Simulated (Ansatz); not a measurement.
# CH₈BGeInSe: ionisation energy by level of theory

An exercise on one series of results from a longer session: the logs are not shown, and one member is left open.

Program: Ansatz 0.2.0, Gaussian basis. Level of theory: unrestricted cation, the program's frozen cores in correlated methods. These are calculated values, not measurements.

Plan: UKS PBE-D4/def2-TZVPP; UKS r2SCAN-D4/def2-TZVPP; UKS PBE0-D4/def2-TZVPP; UKS B3LYP-D4/def2-TZVPP; UKS wB97X-V/def2-TZVPP; UKS wB97M-V/def2-TZVPP; UKS B2PLYP/def2-TZVPP; UHF-CCSD(T)/def2-TZVPP; UHF-MP2/def2-QZVPP; extrapolation to the limit; then −ε(HOMO) from the neutral's earlier runs with LDA (SPW92), PBE-D4, revPBE-D4, BLYP-D4, r2SCAN-D4, B97M-V, PBE0-D4, B3LYP-D4, r2SCANh-D4, r2SCAN0-D4, HSE06-D4, BHLYP-D4, CAM-B3LYP-D4, LC-ωPBE, ωB97X-V, ωB97M-V.

### Structure used throughout

All runs share one geometry, relaxed beforehand with PBE0-D4 in a triple-zeta def2 set. In takes the def2 core potential; no spin-orbit term is included.

SMILES `C[Se][GeH2][BH][InH2]`, 13 atoms, charge 0, spin multiplicity 1.

Atoms are counted from 1 here; the program's logs count them from 0.

Bond lengths: C1–Se2 1.956 Å, C1–H6 1.088 Å, C1–H7 1.088 Å, C1–H8 1.089 Å, Se2–Ge3 2.416 Å, Ge3–B4 2.062 Å, Ge3–H9 1.542 Å, Ge3–H10 1.543 Å, B4–In5 2.264 Å, B4–H11 1.195 Å, In5–H12 1.734 Å, In5–H13 1.727 Å. Angles: Se2–C1–H6 109.3°, Se2–C1–H7 106.7°, Se2–C1–H8 110.6°, H6–C1–H7 110.1°, H6–C1–H8 110.9°, H7–C1–H8 109.1°, C1–Se2–Ge3 96.7°, Se2–Ge3–B4 99.2°, Se2–Ge3–H9 103.4°, Se2–Ge3–H10 105.9°, B4–Ge3–H9 113.5°, B4–Ge3–H10 123.3°, H9–Ge3–H10 108.8°, Ge3–B4–In5 102.3°, Ge3–B4–H11 123.1°, In5–B4–H11 134.7°, B4–In5–H12 119.4°, B4–In5–H13 121.7° and more.

The first run:

in.yaml

```yaml
crystal:
  periodic: [false, false, false]
  atoms:
    - {symbol: C, position_ang: [-1.500964, 0.412139, 1.368501]}
    - {symbol: Se, position_ang: [0.200240, 1.275199, 0.935552]}
    - {symbol: Ge, position_ang: [0.050083, 1.007531, -1.461266]}
    - {symbol: B, position_ang: [0.779022, -0.914630, -1.625661]}
    - {symbol: In, position_ang: [1.609383, -1.293202, 0.445800]}
    - {symbol: H, position_ang: [-2.320436, 1.055096, 1.054471]}
    - {symbol: H, position_ang: [-1.519503, 0.282380, 2.448872]}
    - {symbol: H, position_ang: [-1.568769, -0.563738, 0.890766]}
    - {symbol: H, position_ang: [1.017696, 2.079670, -2.000888]}
    - {symbol: H, position_ang: [-1.392611, 1.401939, -1.840601]}
    - {symbol: H, position_ang: [0.700726, -1.557926, -2.629525]}
    - {symbol: H, position_ang: [0.692081, -2.241289, 1.571750]}
    - {symbol: H, position_ang: [3.253062, -0.943179, 0.842229]}
basis:
  gaussian: {orbitals: def2-TZVPP}
total_charge: 1
magnetization: {spin_polarized: true, initial_magnetization: 1}
hamiltonian: {xc: pbe, dispersion: d4}
```

Started as:

```
$ ansatz run in.yaml --threads 2 --pin off --events-out ev --progress --plain --max-ram 32768MiB --backend cuda --devices 0, --max-vram 18GiB
```

Steps of the session up to this table: Cation, UKS PBE-D4/def2-TZVPP; Cation, UKS r2SCAN-D4/def2-TZVPP; Cation, UKS PBE0-D4/def2-TZVPP; Cation, UKS B3LYP-D4/def2-TZVPP; Cation, UKS wB97X-V/def2-TZVPP; Cation, UKS wB97M-V/def2-TZVPP; Cation, UKS B2PLYP (frozen core)/def2-TZVPP; Cation, UHF-CCSD(T)/def2-TZVPP; Cation, UHF-MP2/def2-QZVPP.

One table of the session follows, with a row left open; its other results are not shown here.

Orbital estimates, from the neutral's runs:

```
  functional  −ε(HOMO) (eV)
 LDA (SPW92)           5.81
      PBE-D4           5.69
   revPBE-D4           5.64
     BLYP-D4           5.57
   r2SCAN-D4              ?
      B97M-V           5.98
     PBE0-D4           6.72
    B3LYP-D4           6.55
  r2SCANh-D4           6.29
  r2SCAN0-D4           6.87
    HSE06-D4           6.33
    BHLYP-D4           7.66
CAM-B3LYP-D4           7.98
     LC-ωPBE           9.26
     ωB97X-V           8.94
     ωB97M-V           8.79
```

**Question.** Estimate the row for r2SCAN-D4.

Worked estimate for «−ε(HOMO) (eV)». Against the share of exact exchange, r2SCANh-D4 (0.1, 6.29), r2SCAN0-D4 (0.25, 6.87) give a slope of 3.87 per unit share; at 0 the line stands at 5.90.

**Answer.** −ε(HOMO) (eV): 5.91. In «−ε(HOMO) (eV)» the line misses by -0.01.
